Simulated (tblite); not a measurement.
# As2Ga2H8O: the cost of one run

Computed with tblite 0.8.0 and PySCF 2.14.0; each step states its level. No surroundings beyond the atoms listed, unless a continuum is named. Atoms count from 0, parts from 1.

### Step 1. Starting point

13 atoms, charge 0, multiplicity 1; geometry: distance geometry start.

### Step 2. Relaxing the cluster with GFN1-xTB

The job: settings as JSON, then the geometry in Å.

```
{"job": {"kind": "relax", "xc": "GFN1-xTB", "basis": "xTB"}, "charge": 0, "multiplicity": 1}
Ga     0.808307     1.331504    -1.183032
As    -1.018559     1.440178     0.381812
Ga    -1.300486    -0.966138     0.254065
As     0.524727    -1.063485    -1.319135
O      1.969642    -1.963304    -0.600829
H      2.141682     1.685824    -0.538074
H      0.488654     2.006671    -2.507843
H     -0.574091     1.878935     1.725213
H     -2.197612     2.183460    -0.196414
H     -0.994632    -1.647909     1.545164
H     -2.619772    -1.322931    -0.410557
H      0.097549    -1.514377    -2.668462
H      2.285051    -2.838953    -0.884499
```

With the program's defaults for keys left out, this is: GFN1-xTB geometry optimisation, gas phase.

Launch:

```
$ OMP_NUM_THREADS=1 python cluster_run.py task.json out
```

The driver reads the jobs from task.json and runs them one after another.

**Question.** How long does this first job take on 1 thread of Arm Neoverse V1, shared host?

About 6.8 s.
